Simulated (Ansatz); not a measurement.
# WC: the cost of one run

Program: Ansatz 0.2.0. Level of theory: DFT PBEsol, frozen-core PAW, scalar-relativistic unless said. These are calculated values, not measurements.

2 further runs of the same task are left out: 2 that didn't finish.

**1. The system as given**

The structure is hexagonal, space group P-6m2 (No. 187). Conventional cell: a = 2.907 Å, b = 2.907 Å, c = 2.837 Å, α = 90.00°, β = 90.00°, γ = 120.00°. W (site symmetry -6m2) is surrounded by 6 C at 2.20 Å. C (site symmetry -6m2) has 6 W at 2.20 Å as nearest neighbours.

Structure file:

```xyz
2
Lattice="2.9065 0.0000 0.0000 -1.4532 2.5171 0.0000 0.0000 0.0000 2.8366" Properties=species:S:1:pos:R:3 pbc="T T T"
W     0.0000    0.0000    0.0000
C     1.4533    0.8390    1.4183
```

Cartesian axes are those of the input's lattice vectors. The structure goes back to a database entry.

**2. Cell and atoms relaxed, PAW**

Input file input.yaml:

```yaml
crystal:
  lattice:
    - [2.9065, 0.0, 0.0]
    - [-1.45325, 2.5171028361, 0.0]
    - [0.0, 0.0, 2.8366]
  atoms:
    - { symbol: W, position: [0.0, 0.0, 0.0] }
    - { symbol: C, position: [0.666666666667, 0.333333333333, 0.5] }
kpoints:
  mp_grid: { grid: [18, 18, 16] }
scf:
  occupations: { method: fermi_dirac, width: 0.1 }
hamiltonian:
  xc: pbesol
  pseudopotentials: { kind: paw }
relax:
  f_tol: 0.002
  max_steps: 80
  cell: {}
output:
  forces: true
  stress: true
  write_density: true
  write_potential: true
  elf: true
  volumetric_format: npy
```

Started as:

```
$ ansatz run input.yaml --threads 1 --pin off --max-ram 2048MiB --backend cpu --events-out ev --progress --plain --runs-dir out
```

**Question.** How long does this run take on 1 thread of Arm Neoverse V1, shared host, and how much memory does it need?

About 54 s, with a peak of 0.41 GiB.
